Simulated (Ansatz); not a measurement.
**ZrF (doublet): wave-function methods side by side, def2-QZVPP**

One table from this session's results is given with a row withheld; the runs are named, their logs left out.

Program: Ansatz 0.2.0, Gaussian basis. Level of theory: def2-QZVPP, core rule «outside noble gas», up to 5 orbitals frozen. These are calculated values, not measurements.

Plan: UHF; ROHF; CCSD(T) on UHF.

### The geometry

The geometry is a PBE0/def2-TZVP stationary point (not a proven minimum) of the parent state, kept for this charge and spin. No spin-orbit coupling is included. Elements past krypton take def2 core potentials.

2 atoms, charge 0, spin multiplicity 2.

Atoms are counted from 1 here; the program's logs count them from 0.

Bond lengths: Zr1–F2 1.889 Å.

The first run:

Input file in.yaml:

```yaml
crystal:
  periodic: [false, false, false]
  atoms:
    - {symbol: Zr, position_ang: [0.000000, 0.000000, 0.000000]}
    - {symbol: F, position_ang: [0.000000, 0.000000, 1.888800]}
basis:
  gaussian: {orbitals: "def2-QZVPP.json"}
magnetization: {spin_polarized: true, initial_magnetization: 1}
hamiltonian: {xc: hf}
output: {orbitals: {seedname: orbitals}}
```

On the command line:

```console
$ ansatz run in.yaml --threads 1 --pin off --events-out ev --progress --plain --max-ram 3968MiB --backend cpu
```

Steps of the session up to this table: UHF; ROHF; CCSD(T) on UHF.

One table of the session follows, with a row left open; its other results are not shown here.

```
  method  from UCCSD(T) (meV)
    ROHF             +10287.8
     UHF              +9953.2
    UMP2                    ?
   UCCSD               +405.4
UCCSD(T)                    0
```

Estimate the missing values for UMP2.

**Answer.** from UCCSD(T) (meV): +698.2. In the column «from UCCSD(T) (meV)» it lies between UCCSD (+405.4) and UHF (+9953.2).

To keep in mind: The determinant is far from a pure spin state, so its energy mixes those of several spin states (harmless only where they are near-degenerate, as at dissociation). Warnings: spin contamination; coupled cluster took another determinant than the lowest.
